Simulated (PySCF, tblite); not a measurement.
# Ga₁₀N₁₂H₁₂: electronic excitations

What do calculations give for the electronic excitations of Ga₁₀N₁₂H₁₂?

Computed with tblite 0.8.0 and PySCF 2.14.0 and routines of our own; the level stands in each step. Atoms count from 0.

## (1) The starting structure

34 atoms, charge 0, multiplicity 1; geometry from: force field, distance geometry or constructed start.

## (2) Relaxing the molecule with GFN2-xTB

Job settings and geometry (Å):

```
{"job": {"kind": "relax", "xc": "GFN2-xTB", "basis": "xTB"}, "charge": 0, "multiplicity": 1}
N      0.004900     1.848200    -0.001600
Ga    -1.605300     2.777600    -0.006900
N     -3.199100     1.847700     0.001000
Ga    -3.205000     0.004400    -0.006200
N     -1.603100    -0.926200     0.003400
Ga    -0.003300    -0.000500    -0.002600
N     -4.806300    -0.923300    -0.003300
Ga    -4.803000    -2.772300     0.001500
N     -3.201600    -3.702100    -0.000400
Ga    -1.604900    -2.775800     0.001600
N      3.202200     1.848800    -0.002100
Ga     1.599600     2.773000    -0.000000
N      1.598700    -0.924300     0.005000
Ga     3.206500    -0.000600    -0.002700
N      4.804200    -0.919900     0.000200
Ga     1.600200    -2.774400     0.006300
N      3.204700    -3.698100     0.000900
Ga     4.805300    -2.778400    -0.001000
N      1.601500     4.626800     0.002500
Ga     0.002800     5.550900     0.002700
N     -1.604400     4.628800     0.001500
N     -0.000900    -3.698500    -0.000200
H     -4.101600     2.374600     0.006600
H     -5.711300    -0.409300    -0.001500
H     -6.148300    -3.547400     0.000900
H     -3.210400    -4.740900     0.002500
H      4.105700     2.372300    -0.000700
H      5.706500    -0.404400     0.001200
H      3.204900    -4.739600    -0.002000
H      6.149900    -3.549600     0.003400
H      2.506400     5.145600    -0.001100
H     -0.001900     7.101300     0.000200
H     -2.503800     5.145100    -0.001900
H      0.002100    -4.741300     0.003700
```

Command:

```console
OMP_NUM_THREADS=2 python large_run.py task.json out
```

One launch serves the whole session: the jobs run in the order shown.

What it wrote:

```text
step      E/eV     max force
  0   -1451.36671    1.066
  1   -1451.46043    0.303
  2   -1451.47484    0.252
  3   -1451.49834    0.200
  4   -1451.50456    0.217
  5   -1451.51602    0.143
  6   -1451.51993    0.150
  7   -1451.52511    0.169
  8   -1451.52936    0.122
  9   -1451.53195    0.068
 10   -1451.53262    0.030
 11   -1451.53286    0.028
 12   -1451.53309    0.025
 13   -1451.53333    0.030
 14   -1451.53350    0.022
 15   -1451.53363    0.020
 16   -1451.53371    0.021
 17   -1451.53377    0.014
```

Run time: 0.71 s. Hardware: 2 threads of Arm Neoverse V1, shared host; peak memory 0.16 GiB.

The steps of the relaxation:

| step | energy from step 0 (eV) | largest force (eV/Å) |
| --- | --- | --- |
| 0 | 0.0000 | 1.0654 |
| 1 | -0.0937 | 0.3034 |
| 2 | -0.1081 | 0.2520 |
| 3 | -0.1316 | 0.1994 |
| 4 | -0.1379 | 0.2173 |
| 5 | -0.1493 | 0.1440 |
| 6 | -0.1532 | 0.1492 |
| 7 | -0.1584 | 0.1689 |
| 8 | -0.1626 | 0.1219 |
| 9 | -0.1652 | 0.0676 |
| 10 | -0.1659 | 0.0294 |
| 11 | -0.1662 | 0.0286 |
| 12 | -0.1664 | 0.0251 |
| 13 | -0.1666 | 0.0300 |
| 14 | -0.1668 | 0.0222 |
| 15 | -0.1669 | 0.0202 |
| 16 | -0.1670 | 0.0211 |
| 17 | -0.1671 | 0.0143 |

Close pairs (by a distance rule), those that changed most:

| bond | before (Å) | after (Å) | change (Å) |
| --- | --- | --- | --- |
| N2–H22 | 1.045 | 1.015 | -0.030 |
| N10–H26 | 1.044 | 1.015 | -0.030 |
| N21–H33 | 1.043 | 1.015 | -0.028 |
| N18–H30 | 1.043 | 1.016 | -0.027 |
| N16–H28 | 1.042 | 1.016 | -0.025 |
| N14–Ga17 | 1.859 | 1.834 | -0.025 |
| N6–H23 | 1.041 | 1.016 | -0.024 |
| N14–H27 | 1.039 | 1.016 | -0.023 |

The final coordinates are the input of the step that follows.

## (3) Vibrational analysis with GFN2-xTB

Job settings and geometry (Å):

```
{"job": {"kind": "ir", "xc": "GFN2-xTB", "basis": "xTB"}, "charge": 0, "multiplicity": 1}
N     -0.000190     1.844362    -0.004098
Ga    -1.591720     2.772794    -0.000628
N     -3.173838     1.833260    -0.001353
Ga    -3.197011    -0.006635    -0.000813
N     -1.597853    -0.921977     0.001218
Ga    -0.000624     0.000186     0.000036
N     -4.784045    -0.953076    -0.003400
Ga    -4.827073    -2.786297    -0.000041
N     -3.218425    -3.665967     0.000394
Ga    -1.605421    -2.764711     0.000981
N      3.173789     1.832928    -0.003290
Ga     1.591678     2.772453    -0.000843
N      1.596426    -0.921830     0.004520
Ga     3.195949    -0.007000     0.000368
N      4.783257    -0.953052    -0.000321
Ga     1.604292    -2.764318     0.001786
N      3.217382    -3.665535     0.001492
Ga     4.826403    -2.786111     0.001109
N      1.566202     4.620204     0.002421
Ga     0.000455     5.574530     0.000387
N     -1.565638     4.620438     0.000625
N     -0.000462    -3.664799    -0.000504
H     -4.052204     2.341099     0.004568
H     -5.648006    -0.417758    -0.002045
H     -6.165969    -3.558269     0.001528
H     -3.186891    -4.681791     0.002399
H      4.052638     2.339997    -0.000453
H      5.646907    -0.417246     0.000404
H      3.185829    -4.681380    -0.001416
H      6.165215    -3.558797     0.002509
H      2.461968     5.100382    -0.000277
H      0.000102     7.120153     0.000967
H     -2.461254     5.100953    -0.001740
H      0.000065    -4.679439     0.004331
```

What it wrote:

```text
mode    cm-1     km/mol
  1     -98.7      0.02
  2     -98.5      0.00
  3     -93.9     16.03
  4     -27.3      0.00
  5     -27.0      0.00
  6      12.1      0.00
  7      12.2      0.00
  8      13.6      0.78
  9      18.3      0.00
 10      27.8      1.34
 11      39.3      0.00
 12      39.6      0.00
 13      78.0      1.52
 14      78.0      1.55
 15      84.4      0.08
 16      84.4      0.11
 17      85.9      7.99
 18      85.9      7.83
 19      93.9      0.00
 20     101.2      0.00
 21     102.1     35.13
 22     115.2      0.00
 23     119.4      0.00
 24     119.6      0.00
 25     129.1      1.32
 26     129.1      1.29
 27     134.6      0.02
 28     135.9    116.21
 29     151.4      0.02
 30     151.7      0.00
 31     166.5      2.57
 32     166.5      2.61
 33     186.0    339.83
 34     186.4      1.56
 35     195.7      0.00
 36     201.6      1.53
 37     201.6      1.53
 38     215.0      0.03
 39     217.6      0.03
 40     218.0      0.00
 41     238.6      1.06
 42     239.0      0.06
 43     244.6    552.49
 44     261.6      2.18
 45     261.7      2.16
 46     301.8      0.31
 47     302.2      0.18
 48     303.8     27.46
 49     439.4      0.43
 50     439.4      1.49
 51     439.5      1.21
 52     472.8     35.06
 53     472.8     35.80
 54     477.4      0.00
 55     484.9     55.40
 56     485.0     55.31
 57     489.5      0.00
 58     549.7      0.07
 59     561.7    390.47
 60     561.9    392.90
 61     623.6      0.00
 62     636.2    399.97
 63     636.3    389.87
 64     638.4     27.73
 65     638.4     17.83
 66     641.0      0.25
 67     642.2      0.02
 68     644.9     39.20
 69     645.0     40.22
 70     652.4      0.02
 71     663.5     20.12
 72     664.2    300.78
 73     664.3    309.82
 74     677.4    476.09
 75     677.4    474.99
 76     862.6      0.05
 77     870.9    187.22
 78     871.1    185.63
 79     888.6     18.21
 80     888.7     18.07
 81     904.8      0.00
 82     907.5      0.00
 83     919.6      2.30
 84     919.7      2.22
 85    1690.1    935.62
 86    1691.1    950.19
 87    1693.2     57.34
 88    3310.6      0.45
 89    3310.9      0.72
 90    3311.7      0.04
 91    3313.5      1.19
 92    3313.9      3.42
 93    3314.2      4.24
 94    3333.2      4.09
 95    3333.4      4.05
 96    3334.4      0.04
```

Wall time 7.3 s (2 threads of Arm Neoverse V1, shared host); peak memory 0.16 GiB.

The strongest bands and the atoms that carry them (share of the mass-weighted mode):

| cm⁻¹ | km/mol | atoms |
| --- | --- | --- |
| 245 | 552.5 | H32 10 %, H30 10 % |
| 562 | 390.5 | H24 37 %, H31 19 % |
| 562 | 392.9 | H29 37 %, H31 20 % |
| 636 | 400.0 | N20 16 %, N18 15 %, N6 15 %, N14 13 % |
| 677 | 476.1 | N0 53 %, N4 23 % |
| 677 | 475.0 | N12 48 %, N4 32 % |
| 1690 | 935.6 | H29 80 %, H31 14 % |
| 1691 | 950.2 | H31 54 %, H24 42 % |

## (4) Electronic excitations: TDDFT PBE/def2-SVP

The job, as its differences from that of step 3:

```diff
@@ -1,2 +1,2 @@
-{"job": {"kind": "ir", "xc": "GFN2-xTB", "basis": "xTB"}, "charge": 0, "multiplicity": 1}
+{"job": {"kind": "uv", "basis": "def2-SVP", "grid": 1, "kgrid": 0, "vcut": null, "nstates": 6, "ntriplets": 2, "tda": false, "delta": ["ip_vertical"], "pop": true, "xc": "PBE"}, "charge": 0, "multiplicity": 1}
 N     -0.000190     1.844362    -0.004098
```

Level: TDDFT PBE/def2-SVP, vertical, gas phase, core orbitals frozen in the response.

What it wrote:

```text
start: PBE on a coarse grid of 155151 points
cycle   1  E = -19905.4765139760  dE = -1.643e+00  |g| = 2.851e+00  |ddm| = 7.941e+00
cycle   2  E = -19899.9328894987  dE =  5.544e+00  |g| = 5.631e+00  |ddm| = 6.981e+00
cycle   3  E = -19906.6035918499  dE = -6.671e+00  |g| = 8.204e-01  |ddm| = 5.710e+00
cycle   4  E = -19906.7664267938  dE = -1.628e-01  |g| = 1.802e-01  |ddm| = 8.373e-01
cycle   5  E = -19906.7634910492  dE =  2.936e-03  |g| = 1.755e-01  |ddm| = 2.861e-01
cycle   6  E = -19906.7711458422  dE = -7.655e-03  |g| = 3.249e-02  |ddm| = 1.720e-01
cycle   7  E = -19906.7714608073  dE = -3.150e-04  |g| = 7.059e-03  |ddm| = 4.606e-02
final grid: 155151 points
cycle   8  E = -19906.7714032696  dE =  5.754e-05  |g| = 1.619e-02  |ddm| = 2.344e-02
cycle   9  E = -19906.7710362343  dE =  3.670e-04  |g| = 4.214e-02  |ddm| = 5.259e-02
cycle  10  E = -19906.7714661407  dE = -4.299e-04  |g| = 4.997e-03  |ddm| = 3.803e-02
cycle  11  E = -19906.7714745353  dE = -8.395e-06  |g| = 8.014e-04  |ddm| = 4.542e-03
cycle  12  E = -19906.7714726884  dE =  1.847e-06  |g| = 2.850e-04  |ddm| = 1.017e-03
cycle  13  E = -19906.7714755008  dE = -2.812e-06  |g| = 5.794e-05  |ddm| = 2.485e-04
converged SCF energy = -19906.7714755008
Vertical ionisation energy (delta-SCF) = 6.8043 eV   <S^2> = 0.754

Static polarisability (au): isotropic 350.931, principal 182.920 434.892 434.981

Singlet excitations
state   eV       nm        f      main configurations
  1   3.4874    355.5   0.00000   H->L 0.99
  2   3.4876    355.5   0.00000   H-1->L 0.99
  3   3.8030    326.0   0.00011   H-2->L 1.00
  4   3.8972    318.1   0.00000   H-3->L 1.00
  5   3.9326    315.3   0.00000   H-4->L 1.00
  6   3.9330    315.2   0.00000   H-5->L 1.00

Triplet excitations (Tamm-Dancoff, eV): 3.4105 3.4107
```

Wall time 58 s (2 threads of Arm Neoverse V1, shared host); peak memory 1.6 GiB.

The orbitals next to the gap, with their largest atomic shares:

| orbital | eV | atoms |
| --- | --- | --- |
| HOMO−4 | -5.60 | N4 24 %, N12 22 %, N14 10 % |
| HOMO−3 | -5.58 | N14 14 %, N6 14 %, N16 13 % |
| HOMO−2 | -5.47 | N21 22 %, N10 22 %, N2 22 % |
| HOMO−1 | -5.17 | N2 17 %, N8 16 %, N6 16 % |
| HOMO | -5.17 | N10 20 %, N16 14 %, N14 13 % |
| LUMO | -1.71 | Ga5 12 %, Ga13 7 %, Ga9 7 % |
| LUMO+1 | -0.79 | Ga15 10 %, Ga1 9 %, Ga9 9 % |
| LUMO+2 | -0.79 | Ga13 12 %, Ga3 12 %, Ga7 7 % |
| LUMO+3 | -0.63 | Ga19 49 %, Ga17 14 %, Ga7 10 % |

Ground-state properties from the same run:

| property | computed |
| --- | --- |
| dipole moment (D) | 0.01 |
| polarisability (Å³) | 52.00 |
| HOMO–LUMO gap (eV) | 3.45 |
| −ε(HOMO) (eV) | 5.17 |

## (5) Results

| quantity | value |
| --- | --- |
| strongest single infrared mode (GFN2-xTB) | 1691 cm⁻¹, 950 km/mol |
| zero-point energy (GFN2-xTB) | 92.7 kcal/mol |
| lowest singlet (PBE/def2-SVP) | 3.49 eV (356 nm), f = 0.000 |
| brightest single state of those computed | state 3, 3.80 eV, f = 0.000 |
| lowest triplet | 3.41 eV |
| vertical ionisation energy (ΔSCF) | 6.80 eV |

**Reading.** The lowest mode is imaginary (99i cm⁻¹), so the xTB geometry is not a minimum. Unscaled tight-binding wavenumbers are off by several per cent, some by more. Its intensities can rank the bands wrongly. The lowest singlet, at 3.49 eV, is HOMO→LUMO 0.99 and is dark. The lowest triplet lies 0.08 eV below the lowest singlet (triplets in Tamm-Dancoff, singlets in full TDDFT). The orbital energy would give 5.17 eV for ionisation, ΔSCF gives 6.80 eV.
